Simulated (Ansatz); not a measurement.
# Trimethylindium (TMIn) (C₃H₉In): how energies converge with the basis set

One table from this session's results is given with a row withheld; the runs are named, their logs left out.

Method: one geometry, several basis sets; program: Ansatz 0.2.0, Gaussian basis.

Levels to be run: PBE0-D4/def2-SVP; ωB97M-V/def2-SVP; PBE0-D4/def2-QZVPP; ωB97M-V/def2-QZVPP; the functionals' def2-TZVPP values are taken from earlier runs.

## Structure used throughout

The geometry comes from an earlier relaxation with PBE0-D4 in a triple-zeta def2 set; it is a stationary point, not always the lowest conformer. In takes the def2 core potential; no spin-orbit term is included.

SMILES `[CH3][In]([CH3])[CH3]`, 13 atoms, charge 0, spin multiplicity 1.

Atoms are counted from 1 here; the program's logs count them from 0.

Bond lengths: C1–In2 2.164 Å, C1–H5 1.091 Å, C1–H6 1.094 Å, C1–H7 1.091 Å, In2–C3 2.164 Å, In2–C4 2.164 Å, C3–H8 1.091 Å, C3–H9 1.091 Å, C3–H10 1.094 Å, C4–H11 1.091 Å, C4–H12 1.094 Å, C4–H13 1.091 Å. Angles: In2–C1–H5 111.3°, In2–C1–H6 109.3°, In2–C1–H7 111.3°, H5–C1–H6 107.8°, H5–C1–H7 109.2°, H6–C1–H7 107.8°, C1–In2–C3 120.0°, C1–In2–C4 120.1°, C3–In2–C4 119.9°, In2–C3–H8 111.3°, In2–C3–H9 111.4°, In2–C3–H10 109.2°, H8–C3–H9 109.2°, H8–C3–H10 107.8°, H9–C3–H10 107.8°, In2–C4–H11 111.4°, In2–C4–H12 109.3°, In2–C4–H13 111.3° and more.

Set-up of the first run:

Contents of in.yaml:

```yaml
crystal:
  periodic: [false, false, false]
  atoms:
    - {symbol: C, position_ang: [-0.506159, 1.897919, -0.902757]}
    - {symbol: In, position_ang: [0.007933, -0.003272, -0.006865]}
    - {symbol: C, position_ang: [1.475278, -0.088563, 1.580970]}
    - {symbol: C, position_ang: [-0.956578, -1.818207, -0.683157]}
    - {symbol: H, position_ang: [0.329360, 2.597984, -0.853704]}
    - {symbol: H, position_ang: [-1.344905, 2.339395, -0.357024]}
    - {symbol: H, position_ang: [-0.811482, 1.777000, -1.943280]}
    - {symbol: H, position_ang: [1.276421, -0.918221, 2.261217]}
    - {symbol: H, position_ang: [1.500653, 0.842510, 2.149293]}
    - {symbol: H, position_ang: [2.467158, -0.242743, 1.146594]}
    - {symbol: H, position_ang: [-1.254680, -1.743940, -1.730087]}
    - {symbol: H, position_ang: [-1.858654, -1.990803, -0.089284]}
    - {symbol: H, position_ang: [-0.304041, -2.683658, -0.557116]}
basis:
  gaussian: {orbitals: def2-SVP}
hamiltonian: {xc: pbe0, dispersion: d4}
output: {orbitals: {seedname: orbitals}}
```

Launch:

```console
$ ansatz run in.yaml --threads 2 --pin off --events-out ev --progress --plain --max-ram 32768MiB --backend cpu
```

Among the steps run: PBE0-D4 in def2-SVP; ωB97M-V in def2-SVP; PBE0-D4 in def2-QZVPP; ωB97M-V in def2-QZVPP.

One of the session's tables, all rows but one given; the rest of the session is left out.

It belongs to the step «Density functionals: the series». 

```
functional       basis  HOMO (eV)
   PBE0-D4    def2-SVP      -6.95
   PBE0-D4  def2-TZVPP      -7.00
   PBE0-D4  def2-QZVPP      -7.01
   ωB97M-V    def2-SVP      -9.13
   ωB97M-V  def2-TZVPP          ?
   ωB97M-V  def2-QZVPP      -9.19
```

Q: Estimate the row for ωB97M-V, def2-TZVPP from the others.

**Answer.** HOMO (eV): -9.18. In the column «HOMO (eV)» it lies between ωB97M-V, def2-QZVPP (-9.19) and ωB97M-V, def2-SVP (-9.13).
